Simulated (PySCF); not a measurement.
**WO₄ (-2): geometry**

What geometry should WO₄ (-2) (`[O]=[W](=[O])([O-])[O-]`) show?

Computed with PySCF 2.14.0, on a single molecule in the gas phase. Atoms are numbered from 0 throughout.

## Step 1: Starting geometry

5 atoms, charge -2, multiplicity 1; geometry from: GFN2-xTB. The atoms were then displaced at random by about 0.01 Å, so the start is not that level's minimum.

Bonds of the start (Å): O0–W1 1.79, W1–O2 1.78, W1–O3 1.79, W1–O4 1.78.

## Step 2: Geometry optimisation at PBE0-D3(BJ)/def2-SVP

What the job is given:

```
{"job": {"xc": "PBE0", "basis": "def2-SVP", "d3": "d3bj", "grid": 1, "maxiter": 30, "shake": 0.01, "kind": "geom"}, "charge": -2, "multiplicity": 1}
O     -0.419260    -1.442110    -0.980140
W     -0.003860    -0.004230    -0.005410
O     -1.237980     0.242520     1.259780
O      0.104170     1.444790    -1.046320
O      1.590490    -0.274950     0.734200
```

Started as:

```sh
$ OMP_NUM_THREADS=1 python heavy_run.py task.json out
```

This one command runs all jobs of the session in turn.

What will the session give for the following? point group; rotational constants (main isotopes). Wanted: point group; rotational constants.

**Answer**, as computed:

```
                            quantity                 value
                         point group                    Td
rotational constants (main isotopes)  3.69, 3.69, 3.68 GHz
```

Over 4 steps the energy fell by 0.014 eV; of the bonded pairs, W1–O4 changed most, 1.778 to 1.793 Å.
